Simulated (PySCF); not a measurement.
# C₆H₁₀BFO: magnetic properties

What do calculations give for the magnetic properties of C₆H₁₀BFO (`C#C[C@H](C)CCOBF`)?

Programs: PySCF 2.14.0, with routines of our own; each step states its level. All values are computed. Atoms count from 0.

## 1. The system as given

19 atoms, charge 0, multiplicity 1; geometry from: GFN2-xTB.

## 2. Magnetic properties: GIAO HF/pcSseg-1

What the job is given:

```
{"job": {"kind": "mag", "xc": "HF", "basis": "pcSseg-1", "isotopologues": 0}, "charge": 0, "multiplicity": 1}
C     -2.933783    -1.754672    -0.168486
C     -1.963303    -1.086302     0.038738
C     -0.796988    -0.249463     0.268487
C     -1.232824     1.214692     0.377791
C      0.214374    -0.484711    -0.865809
C      1.569323     0.178755    -0.618356
O      2.217609    -0.409094     0.499790
B      2.373609     0.166168     1.673597
F      1.945914     1.415197     1.898192
H     -3.781611    -2.348310    -0.339366
H     -0.338640    -0.557491     1.217259
H     -0.403572     1.843403     0.690166
H     -1.610311     1.571438    -0.578668
H     -2.026115     1.309965     1.116112
H     -0.193143    -0.098330    -1.802203
H      0.373101    -1.559524    -0.979209
H      2.221980     0.008546    -1.481256
H      1.453002     1.256323    -0.468606
H      2.901574    -0.407339     2.544694
```

Level: GIAO HF/pcSseg-1 magnetisability, rotational g tensor and spin-rotation constants, non-relativistic, gas phase.

Launch:

```console
> OMP_NUM_THREADS=1 python excited_run.py task.json out
```

One launch serves the whole session: the jobs run in the order shown.

Log:

```text
final grid: 154992 points
cycle   1  E = -431.8474291067  dE =  1.898e+00  |g| = 7.436e-01  |ddm| = 3.813e+00
cycle   2  E = -431.9692988050  dE = -1.219e-01  |g| = 3.755e-01  |ddm| = 8.881e-01
cycle   3  E = -431.9935645310  dE = -2.427e-02  |g| = 8.547e-02  |ddm| = 2.856e-01
cycle   4  E = -431.9955908831  dE = -2.026e-03  |g| = 2.125e-02  |ddm| = 1.369e-01
cycle   5  E = -431.9956986659  dE = -1.078e-04  |g| = 6.990e-03  |ddm| = 2.494e-02
cycle   6  E = -431.9957117557  dE = -1.309e-05  |g| = 1.647e-03  |ddm| = 7.908e-03
cycle   7  E = -431.9957127406  dE = -9.849e-07  |g| = 5.384e-04  |ddm| = 2.456e-03
cycle   8  E = -431.9957128485  dE = -1.079e-07  |g| = 1.694e-04  |ddm| = 8.006e-04
cycle   9  E = -431.9957128689  dE = -2.040e-08  |g| = 7.431e-05  |ddm| = 3.582e-04
cycle  10  E = -431.9957128733  dE = -4.410e-09  |g| = 3.769e-05  |ddm| = 1.175e-04
cycle  11  E = -431.9957128751  dE = -1.782e-09  |g| = 1.760e-05  |ddm| = 8.095e-05
cycle  12  E = -431.9957128756  dE = -5.568e-10  |g| = 5.635e-06  |ddm| = 6.051e-05
converged SCF energy = -431.9957128756

Magnetisability tensor (1e-30 J/T^2)
    -1500.92      -39.97      -18.18
      -39.97    -1437.90       19.98
      -18.18       19.98    -1430.52
isotropic -1456.45   principal values   -1521.00  -1450.61  -1397.73
isotropic susceptibility -87.709 1e-6 cm^3/mol

Inertial axes            a          b          c
rot. const./GHz      2.9336     0.8724     0.7953
chi total           -91.397    -84.202    -87.528
chi diamagnetic    -534.551  -1415.834  -1542.189
chi paramagnetic    443.154   1331.631   1454.660
quadrupole/D A        1.435     -3.376      1.941
g nuclear            0.6011     0.5411     0.5393
g electronic        -0.6108    -0.5458    -0.5435
g total             -0.0097    -0.0047    -0.0042

Spin-rotation constants (kHz, H = +C I.J)
atom  isotope        aa         bb         cc
  7    11B        0.555      0.214      0.173
  8    19F        1.869      0.998      0.812
  9     1H        0.017     -0.098     -0.086
 10     1H       -0.202     -0.093     -0.016
 11     1H        0.021     -0.084     -0.085
 12     1H       -0.267     -0.096     -0.007
 13     1H       -0.253     -0.019     -0.072
 14     1H       -0.247     -0.103     -0.004
 15     1H       -0.292     -0.021     -0.050
 16     1H       -0.273      0.011     -0.063
 17     1H       -0.271     -0.009     -0.041
 18     1H       -0.187     -0.086      0.013
  0    13C*       0.228      0.265      0.224
  1    13C*      -0.007      0.319      0.291
  2    13C*       0.382      0.111      0.105
  3    13C*       0.430      0.112      0.103
  4    13C*       0.473      0.146      0.129
  5    13C*       0.547      0.195      0.124
  6    17O*      -0.192     -0.136     -0.150
* in the singly substituted isotopologue
```

Run time: 20 s. Hardware: 1 thread of Arm Neoverse V2, shared host; peak memory 0.96 GiB.

From this job:

```csv
quantity,value
magnetisability,-1456·10⁻³⁰ J/T²
molar susceptibility,-87.7·10⁻⁶ cm³/mol
"rotational g (a, b, c)","-0.0097, -0.0047, -0.0042"
```

## 3. Magnetic properties: GIAO KT2/6-31G*

The job, as its differences from that of step 2:

```diff
@@ -1,2 +1,2 @@
-{"job": {"kind": "mag", "xc": "HF", "basis": "pcSseg-1", "isotopologues": 0}, "charge": 0, "multiplicity": 1}
+{"job": {"kind": "mag", "xc": "KT2", "basis": "6-31G*"}, "charge": 0, "multiplicity": 1}
 C     -2.933783    -1.754672    -0.168486
```

Method: GIAO KT2/6-31G* magnetisability, rotational g tensor and spin-rotation constants, non-relativistic, gas phase.

Log:

```text
coarse grid: 15976 points
cycle   1  E = -441.5376628670  dE =  9.825e-01  |g| = 9.638e-01  |ddm| = 4.173e+00
cycle   2  E = -441.2112451998  dE =  3.264e-01  |g| = 1.618e+00  |ddm| = 2.199e+00
cycle   3  E = -441.7179923774  dE = -5.067e-01  |g| = 2.199e-01  |ddm| = 1.440e+00
cycle   4  E = -441.7278637881  dE = -9.871e-03  |g| = 8.171e-02  |ddm| = 2.463e-01
cycle   5  E = -441.7288069844  dE = -9.432e-04  |g| = 4.406e-02  |ddm| = 9.199e-02
cycle   6  E = -441.7291880357  dE = -3.811e-04  |g| = 1.793e-02  |ddm| = 5.225e-02
cycle   7  E = -441.7292638297  dE = -7.579e-05  |g| = 5.762e-03  |ddm| = 2.051e-02
cycle   8  E = -441.7292717621  dE = -7.932e-06  |g| = 9.280e-04  |ddm| = 5.401e-03
final grid: 154992 points
cycle   9  E = -441.5980909176  dE = -1.368e-04  |g| = 2.307e-02  |ddm| = 1.042e-01
cycle  10  E = -441.5977938698  dE =  2.970e-04  |g| = 4.635e-02  |ddm| = 5.077e-02
cycle  11  E = -441.5981826048  dE = -3.887e-04  |g| = 5.199e-03  |ddm| = 3.570e-02
cycle  12  E = -441.5981886073  dE = -6.003e-06  |g| = 1.640e-03  |ddm| = 5.522e-03
cycle  13  E = -441.5981892174  dE = -6.100e-07  |g| = 5.199e-04  |ddm| = 1.788e-03
cycle  14  E = -441.5981892817  dE = -6.434e-08  |g| = 1.340e-04  |ddm| = 5.914e-04
cycle  15  E = -441.5981892856  dE = -3.915e-09  |g| = 2.043e-05  |ddm| = 1.500e-04
cycle  16  E = -441.5981892857  dE = -1.068e-10  |g| = 6.367e-06  |ddm| = 3.212e-05
converged SCF energy = -441.5981892857

Magnetisability tensor (1e-30 J/T^2)
    -1417.21      -37.96       -9.74
      -37.96    -1368.82       19.45
       -9.74       19.45    -1338.67
isotropic -1374.90   principal values   -1438.04  -1365.56  -1321.10
isotropic susceptibility -82.798 1e-6 cm^3/mol

Inertial axes            a          b          c
rot. const./GHz      2.9336     0.8724     0.7953
chi total           -86.086    -79.721    -82.589
chi diamagnetic    -529.845  -1412.697  -1537.439
chi paramagnetic    443.759   1332.976   1454.850
quadrupole/D A        0.571     -1.574      1.004
g nuclear            0.6011     0.5411     0.5393
g electronic        -0.6116    -0.5463    -0.5435
g total             -0.0105    -0.0052    -0.0042

Spin-rotation constants (kHz, H = +C I.J)
atom  isotope        aa         bb         cc
  7    11B        0.554      0.197      0.172
  8    19F        2.434      1.291      1.034
  9     1H        0.014     -0.102     -0.089
 10     1H       -0.191     -0.089     -0.009
 11     1H        0.038     -0.088     -0.086
 12     1H       -0.272     -0.098     -0.005
 13     1H       -0.256     -0.018     -0.074
 14     1H       -0.248     -0.103     -0.001
 15     1H       -0.291     -0.021     -0.049
 16     1H       -0.282      0.014     -0.062
 17     1H       -0.261     -0.002     -0.040
 18     1H       -0.180     -0.082      0.015
  0    13C*       0.197      0.226      0.191
  1    13C*       0.048      0.272      0.248
  2    13C*       0.395      0.117      0.112
  3    13C*       0.428      0.110      0.100
  4    13C*       0.476      0.144      0.132
  5    13C*       0.547      0.201      0.125
  6    17O*      -0.269     -0.153     -0.169
* in the singly substituted isotopologue
```

Run time: 34 s. Hardware: 1 thread of Arm Neoverse V2, shared host; peak memory 0.51 GiB.

From this job:

```csv
quantity,value
magnetisability,-1375·10⁻³⁰ J/T²
molar susceptibility,-82.8·10⁻⁶ cm³/mol
"rotational g (a, b, c)","-0.0105, -0.0052, -0.0042"
```

## 4. Magnetic properties (C₆H₁₀BFO (quintet)): PBE/6-31G*

The job, as its differences from that of step 3:

```diff
@@ -1,2 +1,2 @@
-{"job": {"kind": "mag", "xc": "KT2", "basis": "6-31G*"}, "charge": 0, "multiplicity": 1}
+{"job": {"kind": "mag", "xc": "PBE", "basis": "6-31G*", "scf": {"max_cycle": 83}}, "charge": 0, "multiplicity": 5}
 C     -2.933783    -1.754672    -0.168486
```

Method: PBE/6-31G*.

Log:

```text
NotImplementedError: this response code serves closed shells only; the SCF ended at -433.62210164 Eh with <S^2> = 6.0155
```

It took 33 s on 1 thread of Arm Neoverse V2, shared host; peak memory 0.47 GiB.

Diagnosis: The input makes an open shell, and this response code serves closed shells alone. Cure: restore the closed-shell charge and spin, or use an unrestricted response code.

## 5. Magnetic properties side by side

```csv
level,ξ (10⁻³⁰ J/T²),g(a),g(b),gap (eV),functions,time
GIAO HF/pcSseg-1,-1456,-0.0097,-0.0047,14.44,203,20 s
GIAO KT2/6-31G*,-1375,-0.0105,-0.0052,6.11,146,34 s
```

## 6. Outcome

| quantity | value |
| --- | --- |
| magnetisability (step 2, GIAO HF/pcSseg-1) | -1456·10⁻³⁰ J/T² |
| molar susceptibility (step 2, GIAO HF/pcSseg-1) | -87.7·10⁻⁶ cm³/mol |
| rotational g (a, b, c) (step 2, GIAO HF/pcSseg-1) | -0.0097, -0.0047, -0.0042 |
| magnetisability over the levels | -1456 to -1375·10⁻³⁰ J/T² |
| runs | 1 failed, 0 ended on unsound input |

**Reading.** The magnetisability spreads by 5.8 % over 2 levels, from GIAO HF/pcSseg-1 (20 s) to GIAO KT2/6-31G* (34 s); the runs took 20 s to 34 s. Two levels can agree by chance, so this spread shows no convergence. Vibrational averaging and real surroundings are missing from these values.
